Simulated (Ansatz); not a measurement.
# CH₈Sn₂: one species, many methods

Aim: compute CH₈Sn₂ with functionals from several rungs and with coupled cluster. The yardstick is the atomisation energy at the CCSD(T) limit.

The runs use Ansatz 0.2.0, Gaussian basis; functionals in def2-TZVPP, the program's frozen cores in correlated methods.

Plan: LDA (SPW92), PBE-D4, revPBE-D4, BLYP-D4, r2SCAN-D4, B97M-V, PBE0-D4, B3LYP-D4, r2SCANh-D4, r2SCAN0-D4, HSE06-D4, BHLYP-D4, CAM-B3LYP-D4, LC-ωPBE, ωB97X-V, ωB97M-V, B2PLYP, PBE-QIDH; CCSD(T)/def2-SVP; CCSD(T)/def2-TZVPP; MP2/def2-QZVPP; extrapolation to the limit; RPA on PBE.

## 1. The relaxed structure

All runs share one geometry, relaxed beforehand with PBE0-D4 in a triple-zeta def2 set. Sn takes the def2 core potential; no spin-orbit term is included.

SMILES `[SnH3][CH2][SnH3]`, 11 atoms, charge 0, spin multiplicity 1.

Atoms are counted from 1 here; the program's logs count them from 0.

Bond lengths: Sn1–C2 2.141 Å, Sn1–H4 1.710 Å, Sn1–H5 1.709 Å, Sn1–H6 1.709 Å, C2–Sn3 2.141 Å, C2–H7 1.092 Å, C2–H8 1.092 Å, Sn3–H9 1.709 Å, Sn3–H10 1.709 Å, Sn3–H11 1.710 Å. Angles: C2–Sn1–H4 110.3°, C2–Sn1–H5 109.5°, C2–Sn1–H6 109.5°, H4–Sn1–H5 109.2°, H4–Sn1–H6 109.2°, H5–Sn1–H6 109.1°, Sn1–C2–Sn3 115.2°, Sn1–C2–H7 108.4°, Sn1–C2–H8 108.4°, Sn3–C2–H7 108.4°, Sn3–C2–H8 108.4°, H7–C2–H8 107.8°, C2–Sn3–H9 109.5°, C2–Sn3–H10 109.5°, C2–Sn3–H11 110.3°, H9–Sn3–H10 109.1°, H9–Sn3–H11 109.2°, H10–Sn3–H11 109.2°.

## 2. LDA

This LDA is Slater exchange with PW92 correlation.

File in.yaml:

```yaml
crystal:
  periodic: [false, false, false]
  atoms:
    - {symbol: Sn, position_ang: [-1.375278, 1.033049, -0.588762]}
    - {symbol: C, position_ang: [-0.290675, -0.789347, -0.294148]}
    - {symbol: Sn, position_ang: [1.559455, -0.587936, 0.764502]}
    - {symbol: H, position_ang: [-2.824208, 0.730160, -1.444535]}
    - {symbol: H, position_ang: [-0.414182, 2.129803, -1.479711]}
    - {symbol: H, position_ang: [-1.751554, 1.723132, 0.928651]}
    - {symbol: H, position_ang: [-0.082380, -1.228456, -1.271959]}
    - {symbol: H, position_ang: [-0.928218, -1.485147, 0.255132]}
    - {symbol: H, position_ang: [1.259265, 0.059409, 2.317298]}
    - {symbol: H, position_ang: [2.593362, 0.469015, -0.092378]}
    - {symbol: H, position_ang: [2.319813, -2.110782, 0.926610]}
basis:
  gaussian: {orbitals: def2-TZVPP}
hamiltonian: {xc: lda}
output: {orbitals: {seedname: orbitals}}
```

After this run come: PBE-D4 (GGA); revPBE-D4 (GGA); BLYP-D4 (GGA); r2SCAN-D4 (meta-GGA); B97M-V (meta-GGA); PBE0-D4 (hybrid); B3LYP-D4 (hybrid); r2SCANh-D4 (hybrid); r2SCAN0-D4 (hybrid); HSE06-D4 (hybrid); BHLYP-D4 (hybrid); CAM-B3LYP-D4 (range-separated); LC-ωPBE (range-separated); ωB97X-V (range-separated); ωB97M-V (range-separated); B2PLYP (double hybrid); PBE-QIDH (double hybrid); CCSD(T) in def2-SVP; CCSD(T) in def2-TZVPP; MP2 in def2-QZVPP; RPA on PBE orbitals.

Before running them: what should the planned runs give, taken together? Wanted: atomisation energy, CCSD(T)/CBS; farthest beyond LDA; mean size of error, GGA; mean size of error, meta-GGA; mean size of error, hybrid; mean size of error, range-separated; mean size of error, double hybrid; gap, smallest and largest; T1 diagnostic.

As calculated:

```
                               quantity                                  value
        atomisation energy, CCSD(T)/CBS                              30.923 eV
    functionals within 0.309 eV (1.0 %)          B97M-V, CAM-B3LYP-D4, ωB97X-V
                    farthest beyond LDA                  revPBE-D4 (-1.261 eV)
                mean size of error, GGA                               0.951 eV
           mean size of error, meta-GGA                               0.403 eV
             mean size of error, hybrid                               0.693 eV
    mean size of error, range-separated                               0.337 eV
      mean size of error, double hybrid                               0.849 eV
              gap, smallest and largest  5.83 eV (BLYP-D4), 12.23 eV (LC-ωPBE)
                          T1 diagnostic                                 0.0129
triples share of the correlation energy                                  2.9 %
```

The LDA atomisation energy is off by 3.440 eV (11 %): it overbinds. PBE-D4 misses by -0.675 eV. Double hybrids carry the basis error of their MP2 part in triple zeta, and no dispersion term here, so their miss is partly the set-up's. Taken by rung, range-separated functionals do best (0.337 eV on average) and GGA ones worst beyond LDA (0.951 eV). The gap between the best rungs is small, so their order is not settled. The reference freezes the cores and leaves out spin-orbit coupling and excitations past (T), and its outer-core shells are covered unevenly, so misses under about 0.309 eV can't be ranked. All levels share the lack of spin-orbit coupling, which lowers the free heavy atoms and so the true binding. Hartree-Fock recovers 72 % of the binding; the rest is correlation. CCSD(T) in def2-SVP is off by -2.187 eV, worse than the median functional, from the basis alone. Orbital gaps span 5.8 to 12.2 eV; exact exchange widens them. Correlated methods include outer-core shells of Sn, which these sets cover unevenly.
